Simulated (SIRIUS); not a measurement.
# Ge (Imma) in SIRIUS: reference runs

Reference runs on Ge: the cell as given and a disturbed copy.

All numbers are computed with SIRIUS 7.12.0; they aren't measurements. Logs are shortened: lines on timing, memory, paths and dates and some standing lists are left out, and cuts for length are marked. The log counts tension as positive stress, the text compression.

**1. The structure**

It takes space group Imma (No. 74, orthorhombic). Conventional cell: a = 4.992 Å, b = 5.302 Å, c = 2.874 Å, α = 90.00°, β = 90.00°, γ = 90.00°. Around Ge (site symmetry mm2) lie 6 Ge at 2.68 to 2.87 Å.

This isn't the form of Ge at room conditions, which is diamond.

**2. Single point, PBEsol**

sirius.json

```json
{
  "control": {
    "processing_unit": "cpu",
    "std_evp_solver_name": "lapack",
    "gen_evp_solver_name": "lapack",
    "verbosity": 2,
    "print_forces": true,
    "ortho_rf": true,
    "use_second_variation": true,
    "rmt_max": 3.0,
    "num_bands_to_print": 24,
    "save_wf": true
  },
  "parameters": {
    "electronic_structure_method": "full_potential_lapwlo",
    "xc_functionals": ["XC_GGA_X_PBE_SOL", "XC_GGA_C_PBE_SOL"],
    "core_relativity": "dirac",
    "valence_relativity": "iora",
    "num_fv_states": 29,
    "smearing": "fermi_dirac",
    "smearing_width": 0.0018374661,
    "pw_cutoff": 20,
    "gk_cutoff": 3.5,
    "lmax_apw": 10,
    "lmax_rho": 8,
    "lmax_pot": 8,
    "num_mag_dims": 0,
    "auto_rmt": 0,
    "ngridk": [11, 11, 11],
    "shiftk": [0, 0, 0],
    "num_dft_iter": 80,
    "energy_tol": 1e-07,
    "density_tol": 1e-05,
    "use_symmetry": true
  },
  "settings": {"tol_ne": 1e-10},
  "iterative_solver": {"type": "exact"},
  "mixer": {"type": "anderson", "beta": 0.5, "max_history": 8},
  "unit_cell": {
    "lattice_vectors": [
      [-4.716563655, 5.0094050639, 2.7154362856],
      [4.716563655, -5.0094050639, 2.7154362856],
      [4.716563655, 5.0094050639, -2.7154362856]
    ],
    "atom_types": ["Ge"],
    "atom_files": {"Ge": "Ge.json"},
    "atoms": {"Ge": [[0.314057, 0.064057, 0.25], [0.685943, 0.935943, 0.75]]}
  }
}
```

Ge.json

```json
{
  "name": "germanium",
  "symbol": "Ge",
  "number": 32,
  "mass": 72.64,
  "rmin": 1e-06,
  "rmt": 2.4,
  "nrmt": 800,
  "rinf": 16.93,
  "core": "1s2s2p",
  "valence": [
    {"basis": [{"enu": 0.05, "dme": 0, "n": 0, "auto": 0}, {"enu": 0.05, "dme": 1, "n": 0, "auto": 0}]},
    {"l": 0, "n": 1, "basis": [{"enu": 0.0553, "dme": 0, "n": 0, "auto": 0}]},
    {"l": 1, "n": 2, "basis": [{"enu": 0.15, "dme": 0, "n": 0, "auto": 0}]},
    {"l": 2, "n": 3, "basis": [{"enu": 0.15, "dme": 0, "n": 0, "auto": 0}]},
    {"l": 3, "n": 4, "basis": [{"enu": 0.15, "dme": 0, "n": 0, "auto": 0}]}
  ],
  "lo": [
    {
      "l": 0,
      "basis": [{"enu": 0.0553, "dme": 0, "n": 0, "auto": 0}, {"enu": 0.0553, "dme": 1, "n": 0, "auto": 0}]
    },
    {
      "l": 0,
      "basis": [{"enu": 0.0553, "dme": 1, "n": 0, "auto": 0}, {"enu": 0.0553, "dme": 2, "n": 0, "auto": 0}]
    },
    {
      "l": 0,
      "basis": [{"enu": -5.8505, "dme": 0, "n": 3, "auto": 1}, {"enu": -5.8505, "dme": 1, "n": 3, "auto": 1}]
    },
    {
      "l": 0,
      "basis": [{"enu": 0.0553, "dme": 0, "n": 0, "auto": 0}, {"enu": 2.1386, "dme": 0, "n": 0, "auto": 0}]
    },
    {"l": 1, "basis": [{"enu": 0.15, "dme": 0, "n": 0, "auto": 0}, {"enu": 0.15, "dme": 1, "n": 0, "auto": 0}]},
    {
      "l": 1,
      "basis": [{"enu": -3.9366, "dme": 0, "n": 3, "auto": 1}, {"enu": -3.9366, "dme": 1, "n": 3, "auto": 1}]
    },
    {
      "l": 1,
      "basis": [{"enu": -3.9366, "dme": 1, "n": 3, "auto": 1}, {"enu": 0.15, "dme": 0, "n": 0, "auto": 0}]
    },
    {"l": 1, "basis": [{"enu": 0.15, "dme": 0, "n": 0, "auto": 0}, {"enu": 3.3444, "dme": 0, "n": 0, "auto": 0}]},
    {"l": 2, "basis": [{"enu": 0.15, "dme": 0, "n": 0, "auto": 0}, {"enu": 0.15, "dme": 1, "n": 0, "auto": 0}]},
    {
      "l": 2,
      "basis": [{"enu": -0.7892, "dme": 0, "n": 3, "auto": 1}, {"enu": -0.7892, "dme": 1, "n": 3, "auto": 1}]
    },
    {
      "l": 2,
      "basis": [{"enu": -0.7892, "dme": 1, "n": 3, "auto": 1}, {"enu": 0.15, "dme": 0, "n": 0, "auto": 0}]
    },
    {"l": 2, "basis": [{"enu": 0.15, "dme": 0, "n": 0, "auto": 0}, {"enu": 3.7611, "dme": 0, "n": 0, "auto": 0}]},
    {"l": 3, "basis": [{"enu": 0.15, "dme": 0, "n": 0, "auto": 0}, {"enu": 0.15, "dme": 1, "n": 0, "auto": 0}]},
    {"l": 3, "basis": [{"enu": 0.15, "dme": 0, "n": 0, "auto": 0}, {"enu": 3.1708, "dme": 0, "n": 0, "auto": 0}]}
  ],
  "free_atom": [... radial grid and density of the free atom, the start of the SCF ...]
}
```

sirius_start.json

```json
{
  "control": {
    "processing_unit": "cpu",
    "std_evp_solver_name": "lapack",
    "gen_evp_solver_name": "lapack",
    "verbosity": 1,
    "print_forces": false,
    "ortho_rf": true,
    "use_second_variation": true,
    "rmt_max": 3.0,
    "num_bands_to_print": 24,
    "save_wf": false
  },
  "parameters": {
    "electronic_structure_method": "full_potential_lapwlo",
    "xc_functionals": ["XC_LDA_X", "XC_LDA_C_PW"],
    "core_relativity": "dirac",
    "valence_relativity": "iora",
    "num_fv_states": 29,
    "smearing": "fermi_dirac",
    "smearing_width": 0.0055123983,
    "pw_cutoff": 20,
    "gk_cutoff": 2.8,
    "lmax_apw": 10,
    "lmax_rho": 8,
    "lmax_pot": 8,
    "num_mag_dims": 0,
    "auto_rmt": 0,
    "ngridk": [4, 4, 4],
    "shiftk": [0, 0, 0],
    "num_dft_iter": 30,
    "energy_tol": 0.01,
    "density_tol": 0.05,
    "use_symmetry": true
  },
  "settings": {"tol_ne": 1e-10},
  "iterative_solver": {"type": "exact"},
  "mixer": {"type": "anderson", "beta": 0.5, "max_history": 8},
  "unit_cell": {
    "lattice_vectors": [
      [-4.716563655, 5.0094050639, 2.7154362856],
      [4.716563655, -5.0094050639, 2.7154362856],
      [4.716563655, 5.0094050639, -2.7154362856]
    ],
    "atom_types": ["Ge"],
    "atom_files": {"Ge": "Ge.json"},
    "atoms": {"Ge": [[0.314057, 0.064057, 0.25], [0.685943, 0.935943, 0.75]]}
  }
}
```

Potentials or basis: all-electron FP-LAPW, apw+lo standard.

Command:

```sh
$ OMP_NUM_THREADS=1 sirius.scf --input=sirius_start.json --output=start.json
$ OMP_NUM_THREADS=1 sirius.scf --input=sirius.json --output=output.json --task=1
```

What it wrote:

```text
[info] SIRIUS version : 7.12.0
[info] number of MPI ranks           : 1
[info] MPI grid                      : 1 1
[info] maximum number of OMP threads : 1
[fft] FFT context for density and potential
[fft] =====================================
[fft]   plane wave cutoff                     : 20
[fft]   grid size                             : 50 50 50   total : 125000
[fft]   grid limits                           : -24 25   -24 25   -24 25
[fft]   number of G-vectors within the cutoff : 34717
[fft]   number of G-shells                    : 4748
[fft] FFT context for coarse grid
[fft] =====================================
[fft]   plane wave cutoff                     : 7
[fft]   grid size                             : 20 20 20   total : 8000
[fft]   grid limits                           : -9 10   -9 10   -9 10
[fft]   number of G-vectors within the cutoff : 1467
[fft]   number of G-shells                    : 236
[unit cell] lattice vectors
[unit cell]   a1 :      -4.7165636550      5.0094050639      2.7154362856
[unit cell]   a2 :       4.7165636550     -5.0094050639      2.7154362856
[unit cell]   a3 :       4.7165636550      5.0094050639     -2.7154362856
[unit cell] reciprocal lattice vectors
[unit cell]   b1 :      -0.0000000000      0.6271388745      1.1569384523
[unit cell]   b2 :       0.6660765938      0.0000000000      1.1569384523
[unit cell]   b3 :       0.6660765938      0.6271388745      0.0000000000
[unit cell] unit cell volume :       256.63238432 [a.u.^3]
[unit cell] 1/sqrt(omega)    :         0.06242295
[unit cell] MT volume        :       115.81167158 (45.13%)
[unit cell] IT volume        :       140.82071274 (54.87%)
[unit cell] number of atom types : 1
[unit cell] type id : 0 symbol : Ge mt_radius :   2.400000 num_atoms : 2
[unit cell] total number of atoms : 2
[unit cell] number of symmetry classes : 1
[unit cell] atom id  type id  class id             position                      vector_field
[unit cell] ------------------------------------------------------------------------------------------
[unit cell]      0        0        0      0.31406   0.06406   0.25000      0.00000   0.00000   0.00000
[unit cell]      1        0        0      0.68594   0.93594   0.75000      0.00000   0.00000   0.00000
[unit cell] atom id         position (Cartesian, a.u.)
[unit cell] ---------------------------------------------
[unit cell]      0       0.000000    2.504703    0.347885
[unit cell]      1       4.716564    2.504703    2.367551
[unit cell] class id : 0 atom id : 0 1
[unit cell] minimum bond length:     5.057493
[sym] space group number   : 74
[sym] international symbol : Imma
[... 454 lines left out ...]
[diagonalize] ik:    3   -5.764792   -5.764780   -3.828882   -3.828873   -3.828470   -3.828371   -3.827763   -3.827669   -0.669780   -0.667612   -0.667192   -0.666949   -0.665844   -0.665776   -0.665185   -0.664749   -0.663200   -0.661402   -0.182118    0.069637    0.166387    0.232695    0.290862    0.317156
[diagonalize] ik:    4   -5.764790   -5.764780   -3.828895   -3.828888   -3.828468   -3.828372   -3.827745   -3.827685   -0.668870   -0.667595   -0.666747   -0.666631   -0.665964   -0.665961   -0.664817   -0.664304   -0.663668   -0.662253   -0.134518    0.053108    0.164871    0.184177    0.245429    0.341127
[diagonalize] ...
[diagonalize] ik:  211   -5.764789   -5.764784   -3.828875   -3.828853   -3.828481   -3.828363   -3.827794   -3.827641   -0.669434   -0.667584   -0.667044   -0.666094   -0.665900   -0.665510   -0.664571   -0.664430   -0.664380   -0.663454   -0.085155   -0.045553    0.055040    0.055760    0.233883    0.512190
[diagonalize] ik:  212   -5.764789   -5.764782   -3.828888   -3.828869   -3.828477   -3.828366   -3.827795   -3.827637   -0.669003   -0.667191   -0.667071   -0.666699   -0.665827   -0.665425   -0.665182   -0.664455   -0.664084   -0.662573   -0.052942   -0.026823    0.068949    0.082246    0.149662    0.441128
[diagonalize] ik:  213   -5.764788   -5.764786   -3.828860   -3.828838   -3.828482   -3.828363   -3.827800   -3.827638   -0.670496   -0.668194   -0.667156   -0.666198   -0.665406   -0.665215   -0.664744   -0.664401   -0.663836   -0.663674   -0.095230   -0.077950    0.023756    0.048064    0.400152    0.489603
[diagonalize] ik:  214   -5.764788   -5.764787   -3.828860   -3.828837   -3.828485   -3.828360   -3.827796   -3.827641   -0.670432   -0.668160   -0.666823   -0.666480   -0.665283   -0.665085   -0.664875   -0.664705   -0.663720   -0.663702   -0.105739   -0.063326    0.032980    0.033988    0.399971    0.488967
[diagonalize] ik:  215   -5.764788   -5.764786   -3.828865   -3.828841   -3.828484   -3.828361   -3.827799   -3.827638   -0.670215   -0.667950   -0.666875   -0.666482   -0.665554   -0.665276   -0.664654   -0.664163   -0.663938   -0.663929   -0.091870   -0.060273    0.027343    0.037176    0.327301    0.543496
[generate_core_charge_density] atom class : 0
[generate_core_charge_density]   n,l,k : 1 0 1  energy :        -401.97904575
[generate_core_charge_density]   n,l,k : 2 0 1  energy :         -49.94442625
[generate_core_charge_density]   n,l,k : 2 1 1  energy :         -44.39393718
[generate_core_charge_density]   n,l,k : 2 1 2  energy :         -43.22383244
[find] Total energy                   :   -4195.10700839 (Ha),   -8390.21401677 (Ry)
[find] iteration : 1, RMS (target) : 8.7911e-02 (1.0000e-05) , energy difference (target) : 4.5432e-05 (1.0000e-07)
[find] Total energy                   :   -4195.10699460 (Ha),   -8390.21398921 (Ry)
[find] iteration : 2, RMS (target) : 1.5300e-03 (1.0000e-05) , energy difference (target) : 1.3783e-05 (1.0000e-07)
[find] Total energy                   :   -4195.10699380 (Ha),   -8390.21398760 (Ry)
[find] iteration : 3, RMS (target) : 6.8014e-04 (1.0000e-05) , energy difference (target) : 8.0052e-07 (1.0000e-07)
[find] Total energy                   :   -4195.10699548 (Ha),   -8390.21399097 (Ry)
[find] iteration : 4, RMS (target) : 7.2778e-05 (1.0000e-05) , energy difference (target) : -1.6807e-06 (1.0000e-07)
[find] Total energy                   :   -4195.10699535 (Ha),   -8390.21399071 (Ry)
[find] iteration : 5, RMS (target) : 1.2833e-05 (1.0000e-05) , energy difference (target) : 1.2923e-07 (1.0000e-07)
[find] Charges and magnetic moments
[find] --------------------------------------------------------------------------------
[find] atom      charge    core leakage
[... 8 lines left out ...]
[find] valence_eval_sum               :     -81.89279511
[find] core_eval_sum                  :   -2330.98385724
[find] kinetic energy                 :    4281.20426768
[find] enuc                           :   -5075.45756489
[find] <rho|V^{XC}>                   :    -205.10904974
[find] <rho|E^{XC}>                   :    -156.36777329
[find] <mag|B^{XC}>                   :       0.00000000
[find] <rho|V^{H}>                    :   -6488.97187029
[find] smearing (-TS)                 :      -0.00023360
[find] SCF correction                 :       0.00001034
[find] Total energy                   :   -4195.10699531 (Ha),   -8390.21399062 (Ry)
[find] Free energy (E-TS)             :   -4195.10722891 (Ha),   -8390.21445783 (Ry)
[find] band gap (eV)                  :       0.00000000
[find] Efermi                         :       0.24000409
[find] iteration : 6, RMS (target) : 8.1111e-07 (1.0000e-05) , energy difference (target) : 4.3899e-08 (1.0000e-07)
[find] converged after 7 SCF iterations!
[find] Charges and magnetic moments
[find] --------------------------------------------------------------------------------
[find] atom      charge    core leakage
[find] --------------------------------------------------------------------------------
[find]    0   30.448701    0.000000e+00
[find]    1   30.448701    0.000000e+00
[find] total core leakage    : 0.00000000e+00
[find] interstitial charge   : 3.102597
[find] total charge          : 63.999999
[find] Energy
[find] --------------------------------------------------------------------------------
[find] valence_eval_sum               :     -81.89279511
[find] core_eval_sum                  :   -2330.98385724
[find] kinetic energy                 :    4281.20426768
[find] enuc                           :   -5075.45756489
[find] <rho|V^{XC}>                   :    -205.10904974
[find] <rho|E^{XC}>                   :    -156.36777329
[find] <mag|B^{XC}>                   :       0.00000000
[find] <rho|V^{H}>                    :   -6488.97187029
[find] smearing (-TS)                 :      -0.00023360
[find] SCF correction                 :       0.00001034
[find] Total energy                   :   -4195.10699531 (Ha),   -8390.21399062 (Ry)
[find] Free energy (E-TS)             :   -4195.10722891 (Ha),   -8390.21445783 (Ry)
[find] band gap (eV)                  :       0.00000000
[find] Efermi                         :       0.24000409
[ground_state]
[ground_state] ==== total Forces in Ha/bohr =====
[ground_state] atom:    0, force:       0.0000000      0.0000000      0.0011251
[ground_state] atom:    1, force:      -0.0000000     -0.0000000     -0.0011251
[ground_state] ==== contribution from density =====
[ground_state] atom:    0, force:       0.0000000     -0.0000000      0.0056470
[ground_state] atom:    1, force:       0.0000000      0.0000000     -0.0056470
[ground_state] ==== contribution from Hartree potential =====
[ground_state] atom:    0, force:       0.0000000      0.0000000     -0.0124301
[ground_state] atom:    1, force:       0.0000000      0.0000000      0.0124301
[ground_state] ==== contribution from IBS =====
[ground_state] atom:    0, force:       0.0000000      0.0000000      0.0079082
[ground_state] atom:    1, force:      -0.0000000     -0.0000000     -0.0079082
```

Run time: 2.2 min. Hardware: 1 thread of Arm Neoverse V1, shared host; peak memory 0.83 GiB.

Results:

```
Free energy                                       : -114154.6831 eV
Largest force                                     : 0.058 eV/Å
Band gap on the k mesh                            : none (metal or under the smearing width)
All electrons inside the program's atomic spheres : Ge 30.45 (radii Ge 2.4 bohr)
```

Forces on the atoms (eV/Å):
```
Ge   0.000  0.000  0.058
Ge   0.000  0.000 -0.058
```

**3. Single point, PBEsol (atoms moved at random)**

sirius.json, as its differences from that of step 2:

```diff
@@ -46,3 +46,3 @@
     "atom_files": {"Ge": "Ge.json"},
-    "atoms": {"Ge": [[0.314057, 0.064057, 0.25], [0.685943, 0.935943, 0.75]]}
+    "atoms": {"Ge": [[0.298396, 0.037242, 0.239335], [0.694525, 0.947546, 0.753839]]}
   }
```

Ge.json is that of step 2.

sirius_start.json, as its differences from that of step 2:

```diff
@@ -46,3 +46,3 @@
     "atom_files": {"Ge": "Ge.json"},
-    "atoms": {"Ge": [[0.314057, 0.064057, 0.25], [0.685943, 0.935943, 0.75]]}
+    "atoms": {"Ge": [[0.298396, 0.037242, 0.239335], [0.694525, 0.947546, 0.753839]]}
   }
```

Potentials or basis: all-electron FP-LAPW, apw+lo standard.

Command:

```sh
$ OMP_NUM_THREADS=1 sirius.scf --input=sirius_start.json --output=start.json
$ OMP_NUM_THREADS=1 sirius.scf --input=sirius.json --output=output.json --task=1
```

Run time: 6.7 min. Hardware: 1 thread of Arm Neoverse V1, shared host; peak memory 1.9 GiB.

Results (log left out):

```
Free energy                                       : -114154.6736 eV
Largest force                                     : 0.155 eV/Å
Band gap on the k mesh                            : none (metal or under the smearing width)
All electrons inside the program's atomic spheres : Ge 30.45 (radii Ge 2.4 bohr)
```

Forces on the atoms (eV/Å):
```
Ge   0.146  0.004  0.049
Ge  -0.146 -0.004 -0.049
```

Levels at points of the mesh, in eV from the Fermi level:
```csv
k point,band 20,band 21,band 22,band 23,band 24,band 25
"(0.00, 0.00, 0.00)",-3.85,-2.35,-1.94,3.35,7.01,7.10
```
